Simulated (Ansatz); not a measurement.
# MoRu2: the cost of one run

Program: Ansatz 0.2.0. Level of theory: DFT PBE, scalar-relativistic, plane waves, PAW, unless a step names another level. These are calculated values, not measurements.

1 further run of the same task is left out (it didn't finish). Runs told in other sessions of the task aren't counted.

### Step 1. The structure to begin with

It takes space group P-62m (No. 189, hexagonal). Conventional cell: a = 4.781 Å, b = 4.781 Å, c = 4.374 Å, α = 90.00°, β = 90.00°, γ = 120.00°. Mo (site symmetry -6) is surrounded by 9 Ru at 2.71 to 2.76 Å and 3 Mo at 2.76 Å. Ru (site symmetry -62m) has 6 Ru at 2.70 Å and 6 Mo at 2.76 Å in its first shell of neighbours. Around Ru (site symmetry m2m) lie 8 Ru at 2.70 to 2.77 Å and 4 Mo at 2.71 Å.

Structure file:

```
CELL_PARAMETERS angstrom
4.78110 0.00000 0.00000
-2.39055 4.14055 0.00000
0.00000 0.00000 4.37365
ATOMIC_POSITIONS crystal
Mo 0.66667 0.33333 0.00000
Mo 0.33333 0.66667 0.00000
Ru 0.00000 0.00000 0.00000
Ru 0.00000 0.33081 0.50000
Ru 0.66919 0.66919 0.50000
Ru 0.33081 0.00000 0.50000
```

It is the end of an earlier relaxation with the same method, from a generated guess; it is a trial structure. At a tolerance of 0.05 Å it has space group P-62m (No. 189); it has 14.43 Å³/atom, an uncorrected energy of +0.01 eV/atom over the elements and, on its mesh, gap none (metal).

### Step 2. Strained cells: the elastic tensor

Contents of input.yaml:

```yaml
crystal:
  lattice:
    - [4.7867996305, 0.0, 0.0]
    - [-2.3933998153, 4.1454900829, 0.0]
    - [0.0, 0.0, 4.3700212443]
  atoms:
    - { symbol: Mo, position: [0.6666666667, 0.3333333333, 0.0] }
    - { symbol: Mo, position: [0.3333333333, 0.6666666667, 0.0] }
    - { symbol: Ru, position: [0.0, 0.0, 0.0] }
    - { symbol: Ru, position: [0.0, 0.3309757311, 0.5] }
    - { symbol: Ru, position: [0.6690242689, 0.6690242689, 0.5] }
    - { symbol: Ru, position: [0.3309757311, 0.0, 0.5] }
basis:
  ecutwfc: 420
kpoints:
  mp_grid: { grid: [12, 12, 8] }
hamiltonian:
  xc: pbe
scf:
  occupations: { method: fermi_dirac, width: 0.15 }
output:
  forces: true
  stress: true
  eigenvalues: true
elastic:
  mode: relaxed_ion
  amplitude: 0.005
  stencil: two_point
```

Started as:

```console
ansatz run input.yaml --threads 4 --pin off --max-ram 8192MiB --backend cpu --events-out ev --progress --plain --runs-dir out
```

Q: Estimate wall time and peak memory on 4 threads of Intel Xeon Platinum 8375C at 2.90GHz (Ice Lake), shared host.

About 10 min, with a peak of 1.6 GiB.
